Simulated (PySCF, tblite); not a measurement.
# C₅H₁₀BClS: a rotation path, then NMR shifts on frames

Aim: move C₅H₁₀BClS (`C#CC[S@+](C)[B@@H-](C)Cl`) away from its starting geometry and see how NMR shifts follow the geometry.

Programs: tblite 0.8.0 and PySCF 2.14.0, with density-fitted response routines of our own. Each step states its level of theory. These are calculated values for one molecule in the gas phase, unless marked as measured. Atoms count from 0, in the outputs and in this text.

## (1) The molecule as given

18 atoms, charge 0, multiplicity 1; geometry from: GFN2-xTB.

Bonds of the start (Å): C0–C1 1.20, C1–C2 1.44, C2–S3 1.84, S3–C4 1.81, S3–B5 2.06, B5–C6 1.61, B5–Cl7 1.83, C0–H8 1.05, C2–H9 1.09, C2–H10 1.09, C4–H11 1.09, C4–H12 1.09, C4–H13 1.09, B5–H14 1.18, C6–H15 1.09, C6–H16 1.09, C6–H17 1.09.

## (2) The rotation path with GFN2-xTB

Job settings and geometry (Å):

```
{"job": {"kind": "neb", "xc": "GFN2-xTB", "basis": "xTB", "atoms": [1, 2, 3, 5], "turn": 120}, "charge": 0, "multiplicity": 1}
C      3.571575     0.420476     0.065722
C      2.434730     0.336476    -0.301645
C      1.059720     0.226749    -0.701201
S     -0.078718     0.591348     0.700140
C      0.440064    -0.732670     1.824381
B     -1.825867    -0.201717    -0.036183
C     -2.283371     0.755805    -1.241913
Cl    -1.388222    -1.896362    -0.585186
H      4.575754     0.494388     0.359495
H      0.821606     0.960794    -1.471628
H      0.816206    -0.780725    -1.049539
H      0.203726    -1.690414     1.366240
H      1.506020    -0.631921     2.004443
H     -0.115109    -0.606474     2.748340
H     -2.507072    -0.223663     0.930143
H     -2.299548     1.801353    -0.937047
H     -3.293089     0.506179    -1.563788
H     -1.647164     0.676695    -2.122431
```

With the program's defaults for keys left out, this is: GFN2-xTB climbing-image nudged elastic band, gas phase.

Launch:

```bash
$ OMP_NUM_THREADS=1 python probes_run.py task.json out
```

The driver reads the jobs from task.json and runs them one after another.

Output:

```text
image   E - E0 / eV
  0      -0.0000
  1       0.0141
  2       0.0513
  3       0.0938
  4       0.1242
  5       0.1336
  6       0.1326
  7       0.1371
  8       0.1048
```

It took 35 s on 1 thread of Intel Xeon at 2.50GHz, shared host; peak memory 0.19 GiB.

The final band, with the dihedral C1–C2–S3–B5:

```
image  dihedral (°)  energy (eV)  energy (kcal/mol)
    0          -164        0.000                0.0
    1          -151        0.014                0.3
    2          -137        0.051                1.2
    3          -124        0.094                2.2
    4          -110        0.124                2.9
    5           -95        0.134                3.1
    6           -81        0.133                3.1
    7           -67        0.137                3.2
    8           -55        0.105                2.4
```

## (3) Shielding tensors: image 0, PBE0/pcSseg-1

Job settings and geometry (Å):

```
{"job": {"kind": "nmr", "xc": "PBE0", "basis": "pcSseg-1", "pop": false}, "charge": 0, "multiplicity": 1}
C      3.571600     0.420500     0.065700
C      2.434700     0.336500    -0.301600
C      1.059700     0.226700    -0.701200
S     -0.078700     0.591300     0.700100
C      0.440100    -0.732700     1.824400
B     -1.825900    -0.201700    -0.036200
C     -2.283400     0.755800    -1.241900
Cl    -1.388200    -1.896400    -0.585200
H      4.575800     0.494400     0.359500
H      0.821600     0.960800    -1.471600
H      0.816200    -0.780700    -1.049500
H      0.203700    -1.690400     1.366200
H      1.506000    -0.631900     2.004400
H     -0.115100    -0.606500     2.748300
H     -2.507100    -0.223700     0.930100
H     -2.299500     1.801400    -0.937000
H     -3.293100     0.506200    -1.563800
H     -1.647200     0.676700    -2.122400
```

Method: GIAO PBE0/pcSseg-1 NMR shielding, non-relativistic, gas phase.

Output:

```text
coarse grid: 15968 points
cycle   1  E = -1079.0075638060  dE =  7.924e-01  |g| = 5.124e-01  |ddm| = 3.954e+00
cycle   2  E = -1078.9969101408  dE =  1.065e-02  |g| = 5.594e-01  |ddm| = 1.287e+00
cycle   3  E = -1079.0757083839  dE = -7.880e-02  |g| = 1.250e-01  |ddm| = 6.386e-01
cycle   4  E = -1079.0788051974  dE = -3.097e-03  |g| = 6.333e-02  |ddm| = 1.316e-01
cycle   5  E = -1079.0797530794  dE = -9.479e-04  |g| = 1.102e-02  |ddm| = 4.768e-02
cycle   6  E = -1079.0797814046  dE = -2.833e-05  |g| = 2.217e-03  |ddm| = 1.554e-02
cycle   7  E = -1079.0797824260  dE = -1.021e-06  |g| = 6.033e-04  |ddm| = 2.740e-03
final grid: 144464 points
cycle   8  E = -1079.1295484716  dE = -4.673e-05  |g| = 8.951e-03  |ddm| = 4.792e-02
cycle   9  E = -1079.1295418965  dE =  6.575e-06  |g| = 1.025e-02  |ddm| = 1.673e-02
cycle  10  E = -1079.1295679659  dE = -2.607e-05  |g| = 1.152e-03  |ddm| = 9.232e-03
cycle  11  E = -1079.1295681874  dE = -2.215e-07  |g| = 6.318e-04  |ddm| = 1.342e-03
cycle  12  E = -1079.1295682842  dE = -9.682e-08  |g| = 1.098e-04  |ddm| = 4.994e-04
cycle  13  E = -1079.1295682872  dE = -2.948e-09  |g| = 2.466e-05  |ddm| = 1.351e-04
cycle  14  E = -1079.1295682873  dE = -1.430e-10  |g| = 6.640e-06  |ddm| = 3.275e-05
converged SCF energy = -1079.1295682873

GIAO shielding tensors (ppm)
atom      isotropic    diamagn.    paramagn.     s11        s22        s33       span
  0 C      104.260     257.447    -153.187     26.845     36.502    249.433    222.587
  1 C      105.694     257.082    -151.388      6.885     13.847    296.351    289.466
  2 C      160.803     255.592     -94.789    142.637    161.215    178.559     35.922
  3 S      464.554    1058.294    -593.740    366.790    434.227    592.646    225.856
  4 C      164.553     253.781     -89.228    149.033    155.197    189.429     40.397
  5 B      100.954     186.483     -85.529     84.618    105.828    112.416     27.798
  6 C      180.414     250.117     -69.703    169.891    177.027    194.323     24.432
  7 Cl     959.007    1149.487    -190.480    875.857    958.472   1042.692    166.835
  8 H       29.909      33.792      -3.884     24.411     24.712     40.603     16.192
  9 H       28.698      29.553      -0.855     21.369     29.190     35.536     14.167
 10 H       27.544      29.641      -2.097     20.265     28.406     33.960     13.695
 11 H       28.631      30.643      -2.012     22.184     30.167     33.543     11.359
 12 H       29.267      30.609      -1.342     23.112     28.430     36.258     13.146
 13 H       29.815      30.033      -0.217     24.971     25.807     38.668     13.696
 14 H       28.010      30.031      -2.022     25.276     27.094     31.659      6.383
 15 H       31.716      30.457       1.259     26.669     29.673     38.807     12.138
 16 H       30.926      28.298       2.628     26.348     27.758     38.673     12.325
 17 H       31.844      30.987       0.858     27.857     31.755     35.922      8.065
```

Run time: 2.6 min. Hardware: 1 thread of Intel Xeon at 2.50GHz, shared host; peak memory 1 GiB.

The references, computed at this level on geometries of the same kind, shield at (ppm): 1H TMS 31.72, 13C TMS 186.9, 11B BF3·OEt2 100.1, 33S CS2 504, 35Cl HCl 950. Their shielding less the atom's gives the shift. The references are single molecules in the gas phase. Each atom is listed at this fixed geometry, with no averaging over motion; a spectrum would average atoms that exchange fast.

```
atoms                                    environment  σ (ppm)  δ (ppm)
   C0                         terminal alkyne carbon    104.3     82.7
   C1                                  alkyne carbon    105.7     81.2
   C2                propargylic sp3 CH2 bonded to S    160.8     26.1
   C4                      methyl carbon bonded to S    164.6     22.4
   C6                      methyl carbon bonded to B    180.4      6.5
  H10  hydrogen on a propargylic sp3 CH2 bonded to S    27.54     4.17
  H14         hydrogen on a boron bonded to C, Cl, S    28.01     3.71
  H11        hydrogen on a methyl carbon bonded to S    28.63     3.09
   H9  hydrogen on a propargylic sp3 CH2 bonded to S    28.70     3.02
  H12        hydrogen on a methyl carbon bonded to S    29.27     2.45
  H13        hydrogen on a methyl carbon bonded to S    29.82     1.90
   H8           hydrogen on a terminal alkyne carbon    29.91     1.81
  H16        hydrogen on a methyl carbon bonded to B    30.93     0.79
  H15        hydrogen on a methyl carbon bonded to B    31.72     0.00
  H17        hydrogen on a methyl carbon bonded to B    31.84    -0.13
   S3                        sulfur bonded to 2 C, B      465       39
   B5                    boron bonded to C, Cl, S, H    101.0     -0.9
  Cl7                           chlorine bonded to B      959       -9
```

## (4) Nuclear shieldings: image 3, PBE0/pcSseg-1

Job settings and geometry (Å):

```
{"job": {"kind": "nmr", "xc": "PBE0", "basis": "pcSseg-1", "pop": false}, "charge": 0, "multiplicity": 1}
C      3.331800    -0.314100     0.076700
C      2.308100     0.178800    -0.302300
C      1.035400     0.700100    -0.706300
S     -0.172400     0.783100     0.701100
C      0.544700    -0.417300     1.853100
B     -1.727000    -0.338200    -0.056300
C     -2.360400     0.518000    -1.258600
Cl    -0.942000    -1.897300    -0.620100
H      4.238600    -0.739500     0.387000
H      1.121700     1.723500    -1.073100
H      0.593200     0.051300    -1.463800
H      0.554800    -1.397200     1.382500
H      1.549400    -0.097300     2.108600
H     -0.089800    -0.419000     2.733000
H     -2.392600    -0.509200     0.905700
H     -2.632400     1.523200    -0.940200
H     -3.271500     0.044100    -1.620300
H     -1.698400     0.613200    -2.118500
```

Method: GIAO PBE0/pcSseg-1 NMR shielding, non-relativistic, gas phase.

Output:

```text
coarse grid: 15968 points
cycle   1  E = -1079.0029933513  dE =  7.916e-01  |g| = 5.139e-01  |ddm| = 3.917e+00
cycle   2  E = -1078.9900345756  dE =  1.296e-02  |g| = 5.671e-01  |ddm| = 1.282e+00
cycle   3  E = -1079.0718358253  dE = -8.180e-02  |g| = 1.255e-01  |ddm| = 6.660e-01
cycle   4  E = -1079.0749398830  dE = -3.104e-03  |g| = 6.545e-02  |ddm| = 1.338e-01
cycle   5  E = -1079.0759520996  dE = -1.012e-03  |g| = 1.132e-02  |ddm| = 5.005e-02
cycle   6  E = -1079.0759818011  dE = -2.970e-05  |g| = 2.444e-03  |ddm| = 1.615e-02
cycle   7  E = -1079.0759830122  dE = -1.211e-06  |g| = 7.402e-04  |ddm| = 2.969e-03
final grid: 144464 points
cycle   8  E = -1079.1251233254  dE = -5.091e-05  |g| = 9.142e-03  |ddm| = 4.651e-02
cycle   9  E = -1079.1251161090  dE =  7.216e-06  |g| = 1.052e-02  |ddm| = 1.743e-02
cycle  10  E = -1079.1251438457  dE = -2.774e-05  |g| = 1.120e-03  |ddm| = 9.693e-03
cycle  11  E = -1079.1251440432  dE = -1.975e-07  |g| = 6.399e-04  |ddm| = 1.322e-03
cycle  12  E = -1079.1251441426  dE = -9.944e-08  |g| = 1.154e-04  |ddm| = 5.068e-04
cycle  13  E = -1079.1251441459  dE = -3.296e-09  |g| = 2.599e-05  |ddm| = 1.484e-04
cycle  14  E = -1079.1251441461  dE = -1.564e-10  |g| = 6.751e-06  |ddm| = 3.232e-05
converged SCF energy = -1079.1251441461

GIAO shielding tensors (ppm)
atom      isotropic    diamagn.    paramagn.     s11        s22        s33       span
  0 C       99.295     256.833    -157.538     23.398     35.040    239.446    216.048
  1 C      107.384     260.913    -153.529     13.639     16.435    292.077    278.437
  2 C      161.933     254.208     -92.275    137.156    168.257    180.386     43.230
  3 S      497.582    1058.311    -560.729    431.419    449.438    611.888    180.469
  4 C      162.567     253.484     -90.916    147.015    156.704    183.982     36.967
  5 B       99.173     188.228     -89.054     82.823    102.781    111.917     29.095
  6 C      180.358     250.062     -69.703    170.279    175.823    194.974     24.695
  7 Cl     955.528    1150.095    -194.567    848.614    969.166   1048.803    200.189
  8 H       29.692      33.517      -3.824     24.225     24.718     40.134     15.910
  9 H       28.565      28.239       0.326     22.151     26.926     36.617     14.466
 10 H       27.484      29.981      -2.497     21.870     28.067     32.514     10.643
 11 H       28.553      31.308      -2.755     23.160     29.563     32.935      9.775
 12 H       29.255      31.245      -1.990     23.386     27.992     36.387     13.001
 13 H       29.782      30.260      -0.478     24.818     26.149     38.378     13.561
 14 H       27.984      30.472      -2.488     25.209     27.135     31.610      6.401
 15 H       31.752      30.346       1.406     26.699     29.378     39.180     12.481
 16 H       31.000      28.510       2.490     26.399     27.914     38.687     12.288
 17 H       31.873      30.937       0.936     27.799     31.970     35.849      8.050
```

It took 2.5 min on 1 thread of Intel Xeon at 2.50GHz, shared host; peak memory 0.96 GiB.

In short: δ C0 87.6, C1 79.5, C2 25.0, C4 24.4, H10 4.23, H14 3.73 ppm.

## (5) NMR shieldings: image 7, PBE0/pcSseg-1

Job settings and geometry (Å):

```
{"job": {"kind": "nmr", "xc": "PBE0", "basis": "pcSseg-1", "pop": false}, "charge": 0, "multiplicity": 1}
C      2.597900    -0.951300    -0.565100
C      1.913100     0.029900    -0.533500
C      1.057800     1.176300    -0.420000
S     -0.322400     0.913300     0.789800
C      0.556400    -0.027200     2.065600
B     -1.532900    -0.539900    -0.073800
C     -2.131100     0.152200    -1.394500
Cl    -0.478800    -1.985200    -0.397800
H      3.181100    -1.820600    -0.622600
H      1.608000     2.050900    -0.068500
H      0.573800     1.402300    -1.370300
H      0.840500    -0.994700     1.659400
H      1.429000     0.535400     2.382900
H     -0.135400    -0.147500     2.892700
H     -2.281200    -0.742400     0.819600
H     -2.610000     1.103100    -1.162800
H     -2.891400    -0.481900    -1.847100
H     -1.383200     0.333700    -2.165500
```

Method: GIAO PBE0/pcSseg-1 NMR shielding, non-relativistic, gas phase.

Output:

```text
coarse grid: 15968 points
cycle   1  E = -1078.9927281381  dE =  7.934e-01  |g| = 5.269e-01  |ddm| = 3.877e+00
cycle   2  E = -1078.9724471853  dE =  2.028e-02  |g| = 6.001e-01  |ddm| = 1.367e+00
cycle   3  E = -1079.0654128027  dE = -9.297e-02  |g| = 1.456e-01  |ddm| = 7.216e-01
cycle   4  E = -1079.0698537339  dE = -4.441e-03  |g| = 6.703e-02  |ddm| = 1.465e-01
cycle   5  E = -1079.0709084681  dE = -1.055e-03  |g| = 1.207e-02  |ddm| = 5.508e-02
cycle   6  E = -1079.0709424684  dE = -3.400e-05  |g| = 2.500e-03  |ddm| = 1.773e-02
cycle   7  E = -1079.0709437299  dE = -1.261e-06  |g| = 7.298e-04  |ddm| = 3.224e-03
final grid: 144464 points
cycle   8  E = -1079.1209757081  dE = -5.236e-05  |g| = 9.292e-03  |ddm| = 4.286e-02
cycle   9  E = -1079.1209680274  dE =  7.681e-06  |g| = 1.075e-02  |ddm| = 1.735e-02
cycle  10  E = -1079.1209971698  dE = -2.914e-05  |g| = 9.668e-04  |ddm| = 9.801e-03
cycle  11  E = -1079.1209972975  dE = -1.277e-07  |g| = 6.095e-04  |ddm| = 1.262e-03
cycle  12  E = -1079.1209973854  dE = -8.786e-08  |g| = 1.311e-04  |ddm| = 4.781e-04
cycle  13  E = -1079.1209973896  dE = -4.290e-09  |g| = 3.218e-05  |ddm| = 1.651e-04
cycle  14  E = -1079.1209973899  dE = -2.460e-10  |g| = 7.605e-06  |ddm| = 4.425e-05
converged SCF energy = -1079.1209973899

GIAO shielding tensors (ppm)
atom      isotropic    diamagn.    paramagn.     s11        s22        s33       span
  0 C       95.952     257.874    -161.922     20.542     33.175    234.139    213.597
  1 C      109.333     264.742    -155.409     14.330     26.050    287.617    273.287
  2 C      159.450     251.935     -92.485    138.324    161.875    178.151     39.827
  3 S      511.906    1058.005    -546.099    368.765    510.522    656.433    287.668
  4 C      164.832     252.722     -87.890    151.225    158.088    185.184     33.959
  5 B       96.849     185.848     -88.999     80.942     98.065    111.541     30.600
  6 C      179.805     250.549     -70.743    169.823    175.441    194.152     24.329
  7 Cl     941.224    1150.691    -209.467    867.545    934.486   1021.641    154.096
  8 H       29.757      34.358      -4.601     24.453     25.263     39.556     15.103
  9 H       28.447      28.095       0.352     21.820     26.835     36.686     14.866
 10 H       28.057      29.739      -1.682     23.617     26.501     34.053     10.436
 11 H       27.903      31.163      -3.260     23.631     27.970     32.108      8.476
 12 H       29.857      29.953      -0.096     24.865     26.547     38.157     13.292
 13 H       29.678      29.787      -0.109     24.847     25.999     38.187     13.340
 14 H       27.842      30.315      -2.473     24.623     27.330     31.574      6.951
 15 H       31.683      30.492       1.191     26.797     29.420     38.832     12.035
 16 H       30.808      28.842       1.966     26.379     27.780     38.264     11.884
 17 H       31.532      31.501       0.032     27.776     31.469     35.352      7.576
```

It took 2.4 min on 1 thread of Intel Xeon at 2.50GHz, shared host; peak memory 0.96 GiB.

Key values: δ C0 91.0, C1 77.6, C2 27.5, C4 22.1, H14 3.87, H11 3.81 ppm.

## (6) NMR shieldings: image 8, PBE0/pcSseg-1

Job settings and geometry (Å):

```
{"job": {"kind": "nmr", "xc": "PBE0", "basis": "pcSseg-1", "pop": false}, "charge": 0, "multiplicity": 1}
C      2.307800    -0.903100    -0.980600
C      1.712200     0.093300    -0.688600
C      0.991100     1.272300    -0.299600
S     -0.367500     0.937900     0.913600
C      0.560100    -0.003200     2.151600
B     -1.572800    -0.520500     0.034300
C     -1.844300    -0.009500    -1.463400
Cl    -0.660000    -2.087900     0.115700
H      2.819400    -1.775500    -1.258000
H      1.652000     1.998700     0.176500
H      0.496700     1.729800    -1.156900
H      0.914200    -0.925700     1.697000
H      1.381000     0.606200     2.516300
H     -0.131000    -0.226300     2.958200
H     -2.483900    -0.504000     0.789200
H     -2.183900     1.026000    -1.486300
H     -2.629700    -0.607600    -1.922600
H     -0.970400    -0.094500    -2.108100
```

Level: GIAO PBE0/pcSseg-1 NMR shielding, non-relativistic, gas phase.

Output:

```text
coarse grid: 15968 points
cycle   1  E = -1078.9948645648  dE =  7.892e-01  |g| = 5.254e-01  |ddm| = 3.891e+00
cycle   2  E = -1078.9739183825  dE =  2.095e-02  |g| = 6.005e-01  |ddm| = 1.377e+00
cycle   3  E = -1079.0672224276  dE = -9.330e-02  |g| = 1.446e-01  |ddm| = 7.290e-01
cycle   4  E = -1079.0715766520  dE = -4.354e-03  |g| = 6.729e-02  |ddm| = 1.439e-01
cycle   5  E = -1079.0726404983  dE = -1.064e-03  |g| = 1.217e-02  |ddm| = 5.641e-02
cycle   6  E = -1079.0726752218  dE = -3.472e-05  |g| = 2.420e-03  |ddm| = 1.776e-02
cycle   7  E = -1079.0726763919  dE = -1.170e-06  |g| = 6.873e-04  |ddm| = 3.208e-03
final grid: 144464 points
cycle   8  E = -1079.1227697460  dE = -5.028e-05  |g| = 9.232e-03  |ddm| = 4.135e-02
cycle   9  E = -1079.1227614392  dE =  8.307e-06  |g| = 1.081e-02  |ddm| = 1.759e-02
cycle  10  E = -1079.1227907550  dE = -2.932e-05  |g| = 1.066e-03  |ddm| = 1.010e-02
cycle  11  E = -1079.1227909136  dE = -1.585e-07  |g| = 6.656e-04  |ddm| = 1.320e-03
cycle  12  E = -1079.1227910206  dE = -1.070e-07  |g| = 1.183e-04  |ddm| = 5.152e-04
cycle  13  E = -1079.1227910241  dE = -3.512e-09  |g| = 3.054e-05  |ddm| = 1.596e-04
cycle  14  E = -1079.1227910243  dE = -2.137e-10  |g| = 7.798e-06  |ddm| = 4.292e-05
converged SCF energy = -1079.1227910243

GIAO shielding tensors (ppm)
atom      isotropic    diamagn.    paramagn.     s11        s22        s33       span
  0 C       97.140     257.944    -160.805     19.451     33.316    238.652    219.200
  1 C      109.656     265.062    -155.406     15.690     24.805    288.474    272.784
  2 C      158.375     251.180     -92.804    139.738    158.789    176.598     36.860
  3 S      502.684    1057.868    -555.184    365.037    489.007    654.008    288.971
  4 C      164.052     252.814     -88.762    151.189    157.043    183.924     32.735
  5 B       97.808     185.831     -88.023     82.999     97.957    112.469     29.470
  6 C      179.892     250.956     -71.064    171.046    176.955    191.674     20.628
  7 Cl     938.268    1150.411    -212.143    875.477    921.329   1017.999    142.523
  8 H       29.809      34.487      -4.677     24.374     25.392     39.662     15.288
  9 H       28.557      28.388       0.169     22.195     27.045     36.431     14.236
 10 H       28.221      29.557      -1.336     24.334     25.905     34.425     10.092
 11 H       27.765      30.803      -3.038     23.459     27.824     32.013      8.554
 12 H       29.877      29.797       0.080     24.815     26.657     38.159     13.344
 13 H       29.737      29.707       0.029     25.050     25.890     38.271     13.221
 14 H       27.793      29.918      -2.125     24.348     27.320     31.710      7.362
 15 H       31.669      30.846       0.823     26.992     29.565     38.450     11.458
 16 H       30.747      28.993       1.754     26.378     27.545     38.319     11.942
 17 H       31.229      31.843      -0.614     27.313     31.375     34.998      7.685
```

Run time: 2.4 min. Hardware: 1 thread of Intel Xeon at 2.50GHz, shared host; peak memory 0.98 GiB.

In short: δ C0 89.8, C1 77.3, C2 28.5, C4 22.9, H11 3.95, H14 3.92 ppm.

## (7) Comparing the runs: NMR shifts

Shifts (ppm) of some atoms, chosen among heavy atoms and hydrogens apart, with basis size and wall time:

```
  frame    C0    C1   H10   H11  S3    B5  Cl7  functions     time
image 0  82.7  81.2  4.17  3.09  39  -0.9   -9        200  2.6 min
image 3  87.6  79.5  4.23  3.16   6   0.9   -6        200  2.5 min
image 7  91.0  77.6  3.66  3.81  -8   3.2    9        200  2.4 min
image 8  89.8  77.3  3.50  3.95   1   2.3   12        200  2.4 min
```

## (8) Results

| quantity | value |
| --- | --- |
| barrier | 0.137 eV (3.2 kcal/mol) at image 7 |
| end to end (GFN2-xTB) | 0.105 eV |
| 13C shifts against TMS (PBE0/pcSseg-1, image 0) | 82.7, 81.2, 26.1, 22.4, 6.5 ppm |
| 1H shifts against TMS (PBE0/pcSseg-1, image 0) | 4.17, 3.71, 3.09, 3.02, 2.45, 1.90, 1.81, 0.79, 0.00, -0.13 ppm |
| 33S shifts against CS2 (PBE0/pcSseg-1, image 0) | 39 ppm |
| 11B shifts against BF3·OEt2 (PBE0/pcSseg-1, image 0) | -0.9 ppm |
| 35Cl shifts against HCl (PBE0/pcSseg-1, image 0) | -9 ppm |
| range of the shift of S3 | -8 to 39 ppm |

What this shows: Along the band the dihedral turns by 109°, and the top (dihedral -67°) lies 3.2 kcal/mol above the start (GFN2-xTB, rough), so at room temperature this motion is fast. The top was not checked by a frequency run. Shifts at one fixed geometry are not the observed spectrum, which averages over the motion. In the first frame run (image 0): Shielding is most anisotropic at C1 (span 289 ppm, paramagnetic term -151 ppm). In ppm, S3 moves most: its shift spreads over 47 ppm, from -8 (image 7) to 39 (image 0).
